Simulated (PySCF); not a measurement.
**A gas-phase reaction: F4Hf + ClH → ClF3Hf + FH**

Aim: the reaction energy of `[F][Hf]([F])([F])[F]` + `Cl` → `[F][Hf]([F])([F])[Cl]` + `F`.

Programs: PySCF 2.14.0. All values are calculated, for the isolated system unless a continuum is named. Atoms count from 0, parts from 1.

## Step 1: The system as given

Each species was relaxed by itself at PBE0-D3(BJ)/def2-SVPD.

## Step 2: Reaction energy: wB97M-D3(BJ)/def2-TZVPD

The job: settings as JSON, then the geometry in Å.

```
{"job": {"kind": "react", "xc": "wB97M-D3(BJ)", "basis": "def2-TZVPD"}, "charge": 0, "multiplicity": 1}
-1 F4Hf charge 0 multiplicity 1
F      0.599130    -0.682100    -1.681010
Hf    -0.000040    -0.000380    -0.000490
F      1.505380     0.544490     1.040560
F     -0.960670    -1.363650     0.930240
F     -1.143820     1.501610    -0.289350

-1 ClH charge 0 multiplicity 1
Cl     0.644580     0.004330     0.013160
H     -0.643360    -0.002710    -0.012670

+1 ClF3Hf charge 0 multiplicity 1
F      0.306100    -0.166080    -1.901410
Hf     0.048770    -0.057430    -0.017160
F      1.734560     0.233570     0.820880
F     -0.667920    -1.713300     0.592780
Cl    -1.421530     1.703240     0.504950

+1 FH charge 0 multiplicity 1
F      0.455060    -0.005320    -0.067650
H     -0.455060     0.005320     0.067650
```

Level: wB97M-D3(BJ)/def2-TZVPD reaction energy of separated species, gas phase.

Run with:

```bash
> OMP_NUM_THREADS=1 python cluster_run.py task.json out
```

This one command runs all jobs of the session in turn.

**Question.** The jobs that follow are: PBE0-D3(BJ)/def2-TZVPD reaction energy of separated species, gas phase. Predict: reaction energy (wB97M-D3(BJ)/def2-TZVPD); ΔH, ΔG at 298 K (xTB thermal terms). Thermal terms come from harmonic xTB runs on each species.

**Answer**, as computed:

```
                                                quantity                  value
               reaction energy (wB97M-D3(BJ)/def2-TZVPD)          4.73 kcal/mol
                     ΔH, ΔG at 298 K (xTB thermal terms)    +6.3, +5.6 kcal/mol
range of the reaction energy over the runs of this table  3.06 to 4.73 kcal/mol
```

The reaction is endothermic by 6.3 kcal/mol in the gas phase; dispersion gives -0.21, and xTB itself gave 28.25 for the electronic energy (xTB energies and thermal terms come from the earlier relaxation of each species, not shown). No barrier was sought. xTB and this level differ widely in the electronic energy, so what comes from xTB (the thermal terms above all) is less safe here. The reaction energy runs from 3.06 (PBE0-D3(BJ)/def2-TZVPD) to 4.73 kcal/mol (wB97M-D3(BJ)/def2-TZVPD).
